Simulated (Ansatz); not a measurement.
**C3H8SSi: how energies converge with the basis set**

One table from this session's results is given with a row withheld; the runs are named, their logs left out.

Program: Ansatz 0.2.0, Gaussian basis. Level of theory: one geometry, several basis sets. These are calculated values, not measurements.

Levels to be run: PBE0-D4/def2-SVP; ωB97M-V/def2-SVP; PBE0-D4/def2-QZVPP; ωB97M-V/def2-QZVPP; the functionals' def2-TZVPP values are taken from earlier runs.

### The geometry

An earlier PBE0-D4 in a triple-zeta def2 set relaxation fixed the geometry.

SMILES `C=CS[SiH2]C`, 13 atoms, charge 0, spin multiplicity 1.

Atoms are counted from 1 here; the program's logs count them from 0.

Bond lengths: C1–C2 1.326 Å, C1–H6 1.084 Å, C1–H7 1.084 Å, C2–S3 1.759 Å, C2–H8 1.086 Å, S3–Si4 2.141 Å, Si4–C5 1.863 Å, Si4–H9 1.489 Å, Si4–H10 1.488 Å, C5–H11 1.093 Å, C5–H12 1.092 Å, C5–H13 1.092 Å. Angles: C2–C1–H6 122.0°, C2–C1–H7 120.3°, H6–C1–H7 117.7°, C1–C2–S3 123.2°, C1–C2–H8 120.8°, S3–C2–H8 115.9°, C2–S3–Si4 99.8°, S3–Si4–C5 107.4°, S3–Si4–H9 107.9°, S3–Si4–H10 110.7°, C5–Si4–H9 112.0°, C5–Si4–H10 111.0°, H9–Si4–H10 107.8°, Si4–C5–H11 110.1°, Si4–C5–H12 110.8°, Si4–C5–H13 110.9°, H11–C5–H12 108.1°, H11–C5–H13 108.5° and more.

The first run:

Input file in.yaml:

```yaml
crystal:
  periodic: [false, false, false]
  atoms:
    - {symbol: C, position_ang: [-0.845467, 2.500764, 1.690784]}
    - {symbol: C, position_ang: [-0.551259, 1.709603, 0.667598]}
    - {symbol: S, position_ang: [0.690687, 0.466153, 0.737812]}
    - {symbol: Si, position_ang: [-0.112963, -0.930223, -0.672731]}
    - {symbol: C, position_ang: [1.213164, -2.190296, -1.025141]}
    - {symbol: H, position_ang: [-0.369893, 2.389607, 2.658421]}
    - {symbol: H, position_ang: [-1.573644, 3.294791, 1.575182]}
    - {symbol: H, position_ang: [-1.039936, 1.838879, -0.294098]}
    - {symbol: H, position_ang: [-0.503887, -0.173891, -1.894701]}
    - {symbol: H, position_ang: [-1.336322, -1.580760, -0.130706]}
    - {symbol: H, position_ang: [0.845692, -2.933765, -1.736713]}
    - {symbol: H, position_ang: [1.505316, -2.711720, -0.111062]}
    - {symbol: H, position_ang: [2.099012, -1.713942, -1.449545]}
basis:
  gaussian: {orbitals: def2-SVP}
hamiltonian: {xc: pbe0, dispersion: d4}
output: {orbitals: {seedname: orbitals}}
```

The run is started by

```bash
ansatz run in.yaml --threads 4 --pin off --events-out ev --progress --plain --max-ram 10444MiB
```

Steps of the session up to this table: PBE0-D4 in def2-SVP; ωB97M-V in def2-SVP; PBE0-D4 in def2-QZVPP; ωB97M-V in def2-QZVPP.

One of the session's tables, all rows but one given; the rest of the session is left out.

It belongs to the step «Density functionals: the series». 

```
functional       basis  HOMO (eV)  LUMO (eV)
   PBE0-D4    def2-SVP      -6.49       0.06
   PBE0-D4  def2-TZVPP      -6.57      -0.22
   PBE0-D4  def2-QZVPP          ?          ?
   ωB97M-V    def2-SVP      -8.56       2.20
   ωB97M-V  def2-TZVPP      -8.67       1.74
   ωB97M-V  def2-QZVPP      -8.70       1.41
```

**Question.** Estimate the row for PBE0-D4, def2-QZVPP.

As computed: HOMO (eV): -6.59; LUMO (eV): -0.30. In the column «HOMO (eV)» it lies between ωB97M-V, def2-SVP (-8.56) and PBE0-D4, def2-TZVPP (-6.57).
